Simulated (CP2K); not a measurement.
**CH6FNSSi (SMILES C[Si](N)(F)S): GFN2-xTB**

We compute energy and forces of CH6FNSSi. Input form: an ASE script.

Program for the calculation: CP2K 2026.2.

5 further runs of the same task are left out: 2 that didn't finish, 3 set aside as unsound or not needed.

**1. The structure to begin with**

CH6FNSSi has 11 atoms, charge 0, and is taken as a singlet. SMILES: `C[Si](N)(F)S`. The shape is that of a GFN2-xTB optimisation. This is one conformer, not always the lowest.

Bond lengths: C1–Si2 1.886 Å, Si2–N3 1.711 Å, Si2–F4 1.619 Å, Si2–S5 2.148 Å, C1–H6 1.085 Å, C1–H7 1.085 Å, C1–H8 1.086 Å, N3–H9 1.007 Å, N3–H10 1.006 Å, S5–H11 1.324 Å. Some angles: C1–Si2–N3 110.7°, C1–Si2–F4 107.5°, C1–Si2–S5 114.7°, N3–Si2–F4 113.0°, N3–Si2–S5 107.1°, F4–Si2–S5 103.8°, Si2–C1–H6 110.6°, Si2–C1–H7 111.8°, Si2–C1–H8 110.9°, Si2–N3–H9 120.5°.

**2. Energy and forces at GFN2-xTB**

The input, cp2k_ase.py:

```python
import numpy as np
from ase import Atoms
from ase.calculators.cp2k import CP2K

atoms = Atoms(['C', 'Si', 'N', 'F', 'S', 'H', 'H', 'H', 'H', 'H', 'H'],
              positions=[(-1.415120, 0.508280, 0.289640),
                         (0.320360, 0.247070, -0.400930),
                         (1.394220, -0.252620, 0.834010),
                         (0.773270, 1.628730, -1.113680),
                         (0.450420, -1.206600, -1.976390),
                         (-1.407250, 1.269280, 1.063480),
                         (-1.816930, -0.401450, 0.722850),
                         (-2.097370, 0.837190, -0.488830),
                         (2.285050, -0.660700, 0.601650),
                         (1.451260, 0.260040, 1.698060),
                         (0.062090, -2.229220, -1.229850)])
atoms.set_cell([12.4, 11.9, 11.7])
atoms.center()
cp2k_input = """
&FORCE_EVAL
    METHOD QUICKSTEP
    &DFT
        CHARGE 0
        MULTIPLICITY 1
        &QS
            METHOD XTB
            EPS_DEFAULT 1.0E-10
            &XTB
                GFN_TYPE TBLITE
                &TBLITE
                    METHOD GFN2
                &END TBLITE
                CHECK_ATOMIC_CHARGES F
            &END XTB
        &END QS
        ! cluster boundary conditions
        &POISSON
            PERIODIC NONE
            POISSON_SOLVER ANALYTIC
        &END POISSON
        &SCF
            SCF_GUESS ATOMIC
            EPS_SCF 1.0E-06
            MAX_SCF 150
            ADDED_MOS 4
            &DIAGONALIZATION
                ALGORITHM STANDARD
            &END DIAGONALIZATION
            &MIXING
                METHOD DIRECT_P_MIXING
                ALPHA 0.4
            &END MIXING
            &SMEAR ON
                METHOD FERMI_DIRAC
                ELECTRONIC_TEMPERATURE [K] 300
            &END SMEAR
        &END SCF
        ! extra output
        &PRINT
            &MOMENTS
                PERIODIC F
                REFERENCE COM
                MAX_MOMENT 1
            &END MOMENTS
            &MO ON
                ENERGIES T
                OCCUPATION_NUMBERS T
                NDIGITS 6
                &EACH
                    QS_SCF 0
                &END EACH
                ADD_LAST NUMERIC
            &END MO
            &HIRSHFELD OFF
            &END HIRSHFELD
        &END PRINT
    &END DFT
    ! atoms, cell and kinds
    &SUBSYS
    &END SUBSYS
&END FORCE_EVAL
"""
cp2k = CP2K(command="cp2k.psmp -s", label="job", inp=cp2k_input, basis_set=None, basis_set_file=None, potential_file=None, pseudo_potential=None, xc=None, cutoff=None, max_scf=None, charge=None, uks=False,
            force_eval_method=None, print_level="LOW", poisson_solver=None, stress_tensor=False)
atoms.calc = cp2k
e = atoms.get_potential_energy()
f = atoms.get_forces()
print(f"energy = {e:.6f} eV")
print("forces (eV/angstrom):")
for s, v in zip(atoms.get_chemical_symbols(), f):
    print(f"{s:2s} {v[0]:10.5f} {v[1]:10.5f} {v[2]:10.5f}")
```

On the command line:

```
$ OMP_NUM_THREADS=1 python cp2k_ase.py
```

What values should one expect? Wanted: total energy; dipole moment; HOMO energy; LUMO energy; HOMO–LUMO gap.

**Answer.** As computed:

At GFN2-xTB:

| quantity | value |
| --- | --- |
| total energy | -17.92157 Eh |
| dipole moment (from atomic charges alone) | 3.24 D |
| HOMO energy | -10.27 eV |
| LUMO energy | -5.00 eV |
| HOMO–LUMO gap | 5.27 eV |

**Reading.** The dipole comes from point charges on the atoms alone, without atomic dipoles, so it is partial.
